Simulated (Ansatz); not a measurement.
**CuLaTe2: a single-point run**

Wanted: a converged single-point run for CuLaTe2, and a check of what comes out. The structure is shown as the input types it. The cell is built on a prototype (ordering on rocksalt) and needn't be the phase found in nature.

Computed with Ansatz 0.2.0 (density functional or hybrid calculation with the settings of its input, plane waves (as first typed), unless a step's input says otherwise).

3 further runs of the same task are left out: 2 for a known fault of the program, 1 set aside as unsound or not needed.

**1. The system as given**

The structure is trigonal, space group R-3m (No. 166). Conventional cell: a = 4.476 Å, b = 4.476 Å, c = 20.249 Å, α = 90.00°, β = 90.00°, γ = 120.00°. Around Cu (site symmetry -3m) lie 6 Te at 2.97 Å. Around La (site symmetry -3m) lie 6 Te at 3.21 Å. Te (site symmetry 3m) is surrounded by 3 Cu at 2.97 Å and 3 La at 3.21 Å.

Structure file:

```
CELL_PARAMETERS angstrom
2.23787 1.29204 6.74954
-2.23787 1.29204 6.74954
0.00000 -2.58407 6.74954
ATOMIC_POSITIONS crystal
Cu 0.00000 0.00000 0.00000
La 0.50000 0.50000 0.50000
Te 0.26089 0.26089 0.26089
Te 0.73911 0.73911 0.73911
```

**2. The run**

input.yaml

```yaml
crystal:
  lattice:
    - [2.2378723238, 1.2920361886, 6.7495388525]
    - [-2.2378723238, 1.2920361886, 6.7495388525]
    - [0.0, -2.5840723771, 6.7495388525]
  atoms:
    - { symbol: Cu, position: [1.0, 0.0, 0.0] }
    - { symbol: La, position: [0.5, 0.5, 0.5] }
    - { symbol: Te, position: [0.260888354, 0.260888354, 0.260888354] }
    - { symbol: Te, position: [0.739111646, 0.739111646, 0.739111646] }
kpoints:
  mp_grid: { grid: [4, 4, 4] }
hamiltonian:
  xc: pbe
scf:
  occupations: { method: fixed }
  n_extra_bands: 5
  max_iter: 5
output:
  forces: true
  stress: true
  eigenvalues: true
```

Run with:

```bash
$ ansatz run input.yaml --threads 4 --pin off --max-ram 3686MiB --backend cpu --events-out ev --progress --plain --runs-dir out
```

**Question.** How will this run end, and is anything wrong with its input?

The SCF did not converge in 5 cycles. The density residual dr2 fell from 0.0159 to 2.4e-5 eV (threshold 1.0e-7) and was still falling. Nothing that it prints is a result.

The suspect setting: scf.max_iter is 5. The cap on SCF cycles is too low for this system: the loop was cut off before the input and output densities agreed.

Fix: delete scf.max_iter (the default then holds).
